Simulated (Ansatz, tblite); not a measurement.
**The cluster Si₂Se₄: a ladder of methods and basis sets**

One table from this session's results is given with a row withheld; the runs are named, their logs left out.

The runs use Ansatz 0.2.0, Gaussian basis; as each input shows.

Plan: GFN1-xTB, GFN2-xTB, PBE-D4/def2-TZVP, r2SCAN-D4/def2-TZVP, ωB97X-V/def2-TZVP, LDA/def2-TZVP, PBE+10HF/def2-SVP, PBE+15HF/def2-SVP, PBE+40HF/def2-SVP, PBE-D4/def2-SVP, PBE0-D4/def2-SVP, HF/STO-3G, HF/6-31G, B3LYP-D4/6-31G, PBE0-D4/def2-TZVPD, PBE-D4/def2-TZVPD, r2SCAN-D4/def2-TZVPD, CCSD(T)/def2-SVP, MP2/def2-TZVP, RPA/def2-TZVP.

6 further runs of the same task are left out: 3 that didn't finish, 3 set aside as unsound or not needed. Runs told in other sessions of the task aren't counted.

## The relaxed structure

The geometry is that of the singlet, from an earlier relaxation (PBE0-D4/def2-SVP). At that level it is the lowest of the isomers that a small search found.

6 atoms, charge 0, spin multiplicity 1.

Bond lengths: Si1–Se3 2.275 Å, Si1–Se4 2.069 Å, Si1–Se5 2.273 Å, Si2–Se3 2.273 Å, Si2–Se5 2.275 Å, Si2–Se6 2.069 Å. Angles: Se3–Si1–Se4 130.1°, Se3–Si1–Se5 99.7°, Se4–Si1–Se5 130.2°, Se3–Si2–Se5 99.7°, Se3–Si2–Se6 130.2°, Se5–Si2–Se6 130.0°, Si1–Se3–Si2 80.3°, Si1–Se5–Si2 80.3°.

PBE0-D4/def2-TZVP was run before; its log isn't repeated, and its numbers join the tables.

Set-up of the first run:

Tight binding, by tblite at 300 K electronic temperature and without a spin-polarisation term:

```python
tblite.interface.Calculator('GFN1-xTB', numbers, positions, charge=0, uhf=0).singlepoint()
```

Tight binding, by tblite at 300 K electronic temperature and without a spin-polarisation term:

```python
tblite.interface.Calculator('GFN2-xTB', numbers, positions, charge=0, uhf=0).singlepoint()
```

start.molden holds the orbitals of an earlier run on this state, given as this run's starting guess.

in.yaml

```yaml
crystal:
  periodic: [false, false, false]
  atoms:
    - {symbol: Si, position_ang: [1.261258, -0.563062, 0.490902]}
    - {symbol: Si, position_ang: [-1.261892, 0.561976, -0.490525]}
    - {symbol: Se, position_ang: [-0.612548, 0.048791, 1.626567]}
    - {symbol: Se, position_ang: [3.040767, -1.357430, 1.186893]}
    - {symbol: Se, position_ang: [0.612870, -0.047780, -1.626231]}
    - {symbol: Se, position_ang: [-3.040465, 1.357504, -1.187596]}
basis:
  gaussian: {orbitals: def2-TZVP, initial_orbitals: start.molden}
hamiltonian: {xc: pbe, dispersion: d4}
scf: {omitted_lower_state_checks: [starts]}
output: {orbitals: {seedname: orbitals}}
```

On the command line:

```bash
ansatz run in.yaml --threads 4 --pin off --events-out ev --progress --plain --max-ram 4787MiB
```

Steps of the session up to this table: PBE-D4/def2-TZVP; r2SCAN-D4/def2-TZVP; ωB97X-V/def2-TZVP; LDA/def2-TZVP; PBE+10HF/def2-SVP; PBE+15HF/def2-SVP; PBE+40HF/def2-SVP; PBE-D4/def2-SVP; PBE0-D4/def2-SVP; HF/STO-3G; HF/6-31G; B3LYP-D4/6-31G; PBE0-D4/def2-TZVPD; PBE-D4/def2-TZVPD; r2SCAN-D4/def2-TZVPD; CCSD(T)/def2-SVP; MP2/def2-TZVP; RPA/def2-TZVP.

One table of the session follows, with a row left open; its other results are not shown here.

It belongs to the step «Levels side by side». 

| level | HOMO (eV) | gap (eV) |
| --- | --- | --- |
| HF/STO-3G | -6.56 | 9.92 |
| HF/6-31G | -9.51 | 8.78 |
| LDA/def2-TZVP | -6.26 | 2.55 |
| PBE-D4/def2-SVP | -6.00 | 2.54 |
| PBE-D4/def2-TZVP | -6.08 | 2.59 |
| PBE-D4/def2-TZVPD | -6.11 | 2.59 |
| r2SCAN-D4/def2-TZVP | -6.36 | 2.90 |
| r2SCAN-D4/def2-TZVPD | -6.37 | 2.90 |
| B3LYP-D4/6-31G | -6.94 | 3.55 |
| PBE0-D4/def2-SVP | -7.11 | 4.22 |
| PBE0-D4/def2-TZVP | -7.14 | 4.28 |
| PBE0-D4/def2-TZVPD | -7.16 | 4.27 |
| ωB97X-V/def2-TZVP | ? | ? |
| PBE+10HF/def2-SVP | -6.44 | 3.20 |
| PBE+15HF/def2-SVP | -6.66 | 3.54 |
| PBE+40HF/def2-SVP | -7.79 | 5.25 |

Q: Estimate the row for ωB97X-V/def2-TZVP from the others.

The run gave: HOMO (eV): -9.28; gap (eV): 8.29. In the column «HOMO (eV)» it lies between HF/6-31G (-9.51) and PBE+40HF/def2-SVP (-7.79).
